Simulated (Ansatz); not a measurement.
# ClH4NOZn: the cost of one run

All numbers below are computed with Ansatz 0.2.0 (RKS PBE0-D4/def2-SVP).

### 1 The system as given

Bond lengths: Zn1–O2 2.140 Å, O2–H3 1.010 Å, Zn1–Cl4 2.240 Å, Zn1–N5 2.230 Å, N5–H6 1.060 Å, N5–H7 1.060 Å. Angles: Zn1–O2–H3 109.5°, O2–Zn1–Cl4 180.0°, O2–Zn1–N5 71.6°, Cl4–Zn1–N5 108.4°, Zn1–N5–H6 120.0°, Zn1–N5–H7 120.0°, H6–N5–H7 120.0°.

Coordinates:

```xyz
8

Zn    0.0000    0.0000    0.0000
O     0.0000    0.0000    2.1400
H    -0.9095   -0.2814    2.4771
Cl    0.0000    0.0000   -2.2400
N     2.0409    0.5595    0.7032
H     2.6531   -0.1619    1.1812
H     2.3990    1.5468    0.5593
H     1.2488    0.3423    1.8045
```

### 2 Pulling towards end A

Springs on the bonds that form and break draw the guess towards this end; the thresholds are loose.

File input.yaml:

```yaml
crystal:
  periodic: [false, false, false]
  atoms:
    - { symbol: Zn, position_ang: [0.0, 0.0, 0.0] }
    - { symbol: O, position_ang: [0.0, 0.0, 2.14] }
    - { symbol: H, position_ang: [-0.9095, -0.2814, 2.4771] }
    - { symbol: Cl, position_ang: [0.0, 0.0, -2.24] }
    - { symbol: "N", position_ang: [2.0409, 0.5595, 0.7032] }
    - { symbol: H, position_ang: [2.6531, -0.1619, 1.1812] }
    - { symbol: H, position_ang: [2.399, 1.5468, 0.5593] }
    - { symbol: H, position_ang: [1.2488, 0.3423, 1.8045] }
basis:
  gaussian: { orbitals: def2-SVP }
hamiltonian:
  xc: pbe0
  dispersion: d4
relax:
  f_tol: 0.15
  max_steps: 25
  restrain:
    - { distance: [0, 4], at: 3.13, k: 30.0 }
    - { distance: [7, 1], at: 2.21, k: 30.0 }
    - { distance: [0, 1], at: 1.79, k: 30.0 }
    - { distance: [7, 4], at: 1.06, k: 30.0 }
```

Started as:

```
> ansatz run input.yaml --threads 2 --pin off --max-ram 3072MiB --backend cpu --events-out ev --progress --plain --runs-dir out
```

**Question.** How long does this run take on 2 threads of Arm Neoverse V1, shared host, and how much memory does it need?

About 23 s, with a peak of 0.22 GiB.
